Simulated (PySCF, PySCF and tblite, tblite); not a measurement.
# C₆H₁₁GeNO: conformers and averaged spectra, part 1 of 2

Which conformers does C₆H₁₁GeNO (`CC(C)C#[C][GeH2][C](N)=O`) populate, and what do their averaged NMR parameters look like?

Computed with tblite 0.8.0 (tight binding) and PySCF 2.14.0 (DFT, with response routines of our own); each step states its level. Atoms count from 0 throughout.

## 1. The starting structure

20 atoms, charge 0, multiplicity 1; geometry from: UFF geometry.

Bonds of the start (Å): C0–C1 1.54, C0–H10 1.12, C0–H11 1.11, C0–H9 1.10, C1–C2 1.51, C1–C3 1.47, C1–H12 1.13, C2–H13 1.11, C2–H14 1.12, C2–H15 1.12, C3–C4 1.20, C4–Ge5 1.89, C6–N7 1.42, C6–O8 1.26, Ge5–C6 1.92, Ge5–H16 1.56, Ge5–H17 1.55, N7–H18 1.04, N7–H19 1.04.

## 2. GFN2-xTB relaxation, conformer 1

What the job is given:

```
{"job": {"xc": "GFN2-xTB", "basis": "xTB", "kind": "relax"}, "charge": 0, "multiplicity": 1}
C     -1.925600    -1.360700     0.772100
C     -1.922200     0.162100     0.552700
C     -2.902800     0.566800    -0.521000
C     -0.563600     0.605800     0.189100
C      0.547100     0.954800    -0.094700
Ge     2.290200     1.509200    -0.578200
C      3.473900    -0.002200    -0.545400
N      3.050600    -1.256300    -1.058700
O      4.644100     0.119900    -0.084200
H     -1.651800    -1.890100    -0.156400
H     -2.953100    -1.691200     1.074700
H     -1.227000    -1.643600     1.580900
H     -2.206900     0.655700     1.525200
H     -2.650300     0.094300    -1.498600
H     -2.907200     1.683100    -0.649400
H     -3.942900     0.264400    -0.224500
H      2.791700     2.578000     0.439200
H      2.274600     2.109900    -2.002000
H      3.687400    -2.080000    -1.049800
H      2.088600    -1.369300    -1.449400
```

The run is started by

```
$ OMP_NUM_THREADS=1 python ens_run.py task.json out
```

One launch serves the whole session.

The program printed:

```text
step      E/eV     max force
  0    -742.28111    4.172
  1    -742.53961    3.327
  2    -742.64932    2.528
  3    -742.66914    1.500
  4    -742.70203    0.496
  5    -742.71113    0.350
  6    -742.72047    0.294
  7    -742.72625    0.184
  8    -742.73061    0.238
  9    -742.73382    0.164
 10    -742.73522    0.091
 11    -742.73603    0.090
 12    -742.73682    0.087
 13    -742.73776    0.089
 14    -742.73869    0.106
 15    -742.73938    0.067
 16    -742.73975    0.043
 17    -742.73997    0.042
 18    -742.74021    0.064
 19    -742.74054    0.071
 20    -742.74091    0.050
 21    -742.74125    0.040
 22    -742.74151    0.042
 23    -742.74171    0.054
 24    -742.74189    0.048
 25    -742.74203    0.034
 26    -742.74203    0.035
 27    -742.74209    0.026
 28    -742.74217    0.078
 29    -742.74223    0.037
 30    -742.74227    0.032
 31    -742.74235    0.025
 32    -742.74245    0.022
 33    -742.74250    0.018
 34    -742.74257    0.019
 35    -742.74263    0.024
 36    -742.74270    0.025
 37    -742.74278    0.027
 38    -742.74289    0.027
 39    -742.74300    0.026
 40    -742.74311    0.021
 41    -742.74320    0.026
 42    -742.74328    0.023
 43    -742.74338    0.031
 44    -742.74351    0.033
 45    -742.74364    0.026
 46    -742.74376    0.026
 47    -742.74386    0.024
 48    -742.74396    0.024
 49    -742.74407    0.025
 50    -742.74420    0.028
 51    -742.74434    0.026
 52    -742.74444    0.024
 53    -742.74453    0.023
 54    -742.74461    0.022
 55    -742.74472    0.030
 56    -742.74487    0.035
 57    -742.74504    0.032
 58    -742.74523    0.032
 59    -742.74542    0.035
 60    -742.74562    0.043
 61    -742.74581    0.038
 62    -742.74597    0.026
 63    -742.74611    0.027
 64    -742.74625    0.031
 65    -742.74642    0.039
 66    -742.74663    0.036
 67    -742.74685    0.033
 68    -742.74703    0.042
 69    -742.74720    0.051
 70    -742.74740    0.053
 71    -742.74780    0.045
 72    -742.74814    0.034
 73    -742.74849    0.035
 74    -742.74880    0.043
 75    -742.74912    0.057
 76    -742.74942    0.057
 77    -742.74967    0.082
 78    -742.74999    0.038
 79    -742.75035    0.030
 80    -742.75061    0.033
 81    -742.75104    0.041
 82    -742.75132    0.041
 83    -742.75162    0.047
 84    -742.75199    0.047
 85    -742.75233    0.113
 86    -742.75292    0.058
 87    -742.75348    0.043
 88    -742.75389    0.052
 89    -742.75437    0.067
 90    -742.75505    0.089
 91    -742.75580    0.109
 92    -742.75615    0.187
 93    -742.75680    0.061
 94    -742.75707    0.194
 95    -742.75764    0.067
 96    -742.75837    0.137
 97    -742.75883    0.115
 98    -742.75931    0.057
 99    -742.75952    0.035
100    -742.75970    0.089
101    -742.75986    0.050
102    -742.75996    0.024
103    -742.76006    0.037
104    -742.76012    0.038
105    -742.76023    0.038
106    -742.76033    0.031
107    -742.76042    0.022
108    -742.76048    0.016
109    -742.76053    0.018
110    -742.76058    0.024
111    -742.76066    0.023
112    -742.76073    0.024
113    -742.76079    0.022
114    -742.76084    0.020
115    -742.76089    0.033
116    -742.76095    0.024
117    -742.76100    0.026
118    -742.76104    0.016
119    -742.76107    0.014
120    -742.76111    0.017
121    -742.76116    0.014
122    -742.76120    0.016
123    -742.76123    0.015
124    -742.76126    0.014
125    -742.76130    0.017
126    -742.76135    0.016
127    -742.76138    0.022
128    -742.76141    0.016
129    -742.76144    0.013
130    -742.76147    0.009
131    -742.76148    0.008
132    -742.76150    0.014
133    -742.76152    0.015
134    -742.76154    0.010
135    -742.76156    0.009
136    -742.76158    0.008
137    -742.76160    0.011
138    -742.76163    0.012
139    -742.76166    0.009
140    -742.76167    0.009
141    -742.76169    0.011
142    -742.76170    0.011
143    -742.76172    0.010
144    -742.76174    0.011
145    -742.76176    0.023
146    -742.76177    0.013
147    -742.76180    0.012
148    -742.76184    0.012
149    -742.76187    0.015
150    -742.76191    0.013
151    -742.76195    0.014
152    -742.76201    0.015
153    -742.76206    0.017
154    -742.76211    0.017
155    -742.76215    0.018
156    -742.76219    0.014
157    -742.76223    0.012
158    -742.76225    0.013
159    -742.76227    0.027
160    -742.76228    0.025
161    -742.76229    0.008
162    -742.76230    0.011
163    -742.76231    0.014
164    -742.76232    0.007
165    -742.76233    0.008
166    -742.76234    0.010
167    -742.76236    0.011
168    -742.76237    0.009
169    -742.76238    0.008
170    -742.76239    0.009
171    -742.76240    0.007
172    -742.76241    0.007
173    -742.76242    0.008
174    -742.76243    0.013
175    -742.76245    0.013
176    -742.76246    0.012
177    -742.76248    0.010
178    -742.76249    0.008
179    -742.76250    0.010
180    -742.76250    0.010
181    -742.76251    0.009
182    -742.76252    0.006
183    -742.76252    0.006
184    -742.76253    0.006
185    -742.76253    0.006
186    -742.76254    0.006
187    -742.76255    0.008
188    -742.76255    0.007
189    -742.76255    0.006
190    -742.76256    0.005
191    -742.76256    0.006
192    -742.76257    0.006
193    -742.76257    0.005
194    -742.76257    0.004
```

Wall time 1.6 s (1 thread of Arm Neoverse V1, shared host).

The energy fell by 0.481 eV, and the atoms moved 0.41 Å (root mean square).

**GFN2-xTB relaxation, conformer 2**

What the job is given:

```
{"job": {"xc": "GFN2-xTB", "basis": "xTB", "kind": "relax"}, "charge": 0, "multiplicity": 1}
C     -2.628400    -0.534900    -1.380900
C     -2.227700    -0.576800     0.082400
C     -2.703800     0.656400     0.843900
C     -0.760900    -0.679800     0.190900
C      0.437800    -0.774500     0.294900
Ge     2.317300    -0.902000     0.423000
C      3.076600     0.864100     0.524400
N      4.317300     1.156900    -0.116600
O      2.496600     1.747200     1.201400
H     -3.747800    -0.482000    -1.458800
H     -2.295900    -1.450700    -1.907200
H     -2.201900     0.353600    -1.881900
H     -2.678900    -1.481300     0.570600
H     -2.272000     1.582600     0.398900
H     -2.427000     0.608900     1.914000
H     -3.823300     0.727300     0.797200
H      2.881900    -1.629000    -0.818600
H      2.692700    -1.701600     1.703200
H      4.729400     2.109500    -0.049500
H      4.812800     0.416600    -0.662100
```

The program printed:

```text
step      E/eV     max force
  0    -742.29286    3.809
  1    -742.55129    2.923
  2    -742.63405    1.016
  3    -742.65269    1.326
  4    -742.66562    0.780
  5    -742.67561    0.338
  6    -742.68181    0.205
  7    -742.68800    0.341
  8    -742.69316    0.329
  9    -742.69728    0.196
 10    -742.69926    0.083
 11    -742.70028    0.101
 12    -742.70101    0.097
 13    -742.70175    0.074
 14    -742.70251    0.079
 15    -742.70323    0.076
 16    -742.70380    0.063
 17    -742.70423    0.059
 18    -742.70460    0.077
 19    -742.70495    0.062
 20    -742.70524    0.047
 21    -742.70547    0.041
 22    -742.70573    0.071
 23    -742.70606    0.087
 24    -742.70642    0.072
 25    -742.70671    0.034
 26    -742.70671    0.034
 27    -742.70682    0.026
 28    -742.70697    0.082
 29    -742.70701    0.091
 30    -742.70707    0.048
 31    -742.70713    0.024
 32    -742.70719    0.029
 33    -742.70723    0.020
 34    -742.70728    0.018
 35    -742.70735    0.030
 36    -742.70742    0.030
 37    -742.70747    0.020
 38    -742.70750    0.011
 39    -742.70753    0.015
 40    -742.70756    0.014
 41    -742.70758    0.009
 42    -742.70760    0.012
 43    -742.70762    0.017
 44    -742.70766    0.021
 45    -742.70770    0.016
 46    -742.70773    0.013
 47    -742.70776    0.010
 48    -742.70778    0.014
 49    -742.70780    0.011
 50    -742.70781    0.008
 51    -742.70783    0.007
 52    -742.70783    0.008
 53    -742.70784    0.006
 54    -742.70784    0.004
 55    -742.70785    0.004
```

Wall time 0.46 s (1 thread of Arm Neoverse V1, shared host).

Gain 0.415 eV; displacement 0.07 Å root mean square.

## 3. Shieldings, conformer 1: mPW1PW91/pcSseg-1 in acetone

What the job is given:

```
{"job": {"xc": "mPW1PW91", "basis": "pcSseg-1", "solvent": "acetone", "kind": "nmr", "pop": true}, "charge": 0, "multiplicity": 1}
C     -1.811689    -1.402817     0.648192
C     -1.851858     0.121994     0.507208
C     -2.847842     0.549435    -0.574043
C     -0.526702     0.624030     0.182984
C      0.564650     1.048982    -0.109902
Ge     2.326719     1.590198    -0.570561
C      3.436636    -0.063359    -0.798285
N      2.769884    -1.214564    -0.599880
O      4.608477    -0.014151    -1.091624
H     -1.510294    -1.861629    -0.291733
H     -2.796868    -1.778273     0.915436
H     -1.106003    -1.698720     1.421927
H     -2.155470     0.560120     1.466296
H     -2.560076     0.133885    -1.537501
H     -2.873371     1.633068    -0.661174
H     -3.845330     0.194601    -0.324428
H      2.865740     2.482013     0.508760
H      2.270525     2.404415    -1.829529
H      3.243410    -2.101512    -0.689629
H      1.794314    -1.197038    -0.350827
```

The program printed:

```text
coarse grid: 75992 points
cycle   1  E = -2441.8310697638  dE =  5.185e-01  |g| = 1.220e+00  |ddm| = 4.572e+00
cycle   2  E = -2441.4203849130  dE =  4.107e-01  |g| = 1.871e+00  |ddm| = 2.251e+00
cycle   3  E = -2441.9996332077  dE = -5.792e-01  |g| = 4.120e-01  |ddm| = 1.674e+00
cycle   4  E = -2442.0292775962  dE = -2.964e-02  |g| = 9.382e-02  |ddm| = 3.147e-01
cycle   5  E = -2442.0303697187  dE = -1.092e-03  |g| = 3.678e-02  |ddm| = 9.073e-02
cycle   6  E = -2442.0306508367  dE = -2.811e-04  |g| = 1.303e-02  |ddm| = 3.168e-02
cycle   7  E = -2442.0306856732  dE = -3.484e-05  |g| = 4.748e-03  |ddm| = 1.215e-02
cycle   8  E = -2442.0306907773  dE = -5.104e-06  |g| = 8.219e-04  |ddm| = 3.518e-03
final grid: 161584 points
cycle   9  E = -2442.0306598231  dE =  8.783e-08  |g| = 1.230e-03  |ddm| = 3.637e-03
cycle  10  E = -2442.0306592289  dE =  5.941e-07  |g| = 2.140e-03  |ddm| = 2.116e-03
cycle  11  E = -2442.0306600606  dE = -8.317e-07  |g| = 2.919e-04  |ddm| = 1.446e-03
cycle  12  E = -2442.0306600757  dE = -1.503e-08  |g| = 2.450e-05  |ddm| = 2.014e-04
cycle  13  E = -2442.0306600758  dE = -1.146e-10  |g| = 1.445e-05  |ddm| = 2.997e-05
converged SCF energy = -2442.0306600758

GIAO shielding tensors (ppm)
atom      isotropic    diamagn.    paramagn.     s11        s22        s33       span
  0 C      161.864     249.086     -87.222    146.353    153.487    185.753     39.400
  1 C      161.795     246.866     -85.071    152.999    159.642    172.743     19.744
  2 C      161.572     247.359     -85.788    145.729    153.114    185.871     40.142
  3 C       57.409     271.175    -213.766    -53.428    -45.349    271.004    324.432
  4 C      107.308     273.507    -166.199     26.161     34.156    261.608    235.447
  5 Ge    1570.258    2755.111   -1184.853   1524.785   1526.805   1659.185    134.400
  6 C        7.181     248.964    -241.783    -71.747      1.018     92.273    164.020
  7 N      123.145     324.513    -201.368     -5.527    156.636    218.326    223.852
  8 O      -95.833     396.838    -492.671   -434.704   -170.014    317.217    751.921
  9 H       30.521      31.958      -1.437     27.701     29.053     34.809      7.108
 10 H       30.468      29.981       0.487     25.957     27.928     37.519     11.562
 11 H       30.179      31.732      -1.552     26.031     28.433     36.074     10.043
 12 H       28.944      30.725      -1.781     25.222     26.977     34.633      9.411
 13 H       30.553      30.474       0.078     27.495     29.214     34.950      7.455
 14 H       30.231      29.404       0.827     25.873     28.351     36.468     10.595
 15 H       30.511      28.560       1.951     26.039     27.906     37.588     11.549
 16 H       27.421      28.242      -0.820     20.657     22.697     38.909     18.252
 17 H       27.417      28.338      -0.921     20.647     22.861     38.744     18.097
 18 H       25.844      29.240      -3.395     21.002     22.604     33.926     12.924
 19 H       24.789      37.478     -12.689     17.749     27.010     29.608     11.860
```

It took 56 s on 1 thread of Arm Neoverse V1, shared host; peak memory 1.3 GiB.

This run: HOMO -7.13 eV, LUMO -0.15 eV; dipole 6.11 D.

(Continued in part 2 of 2.)
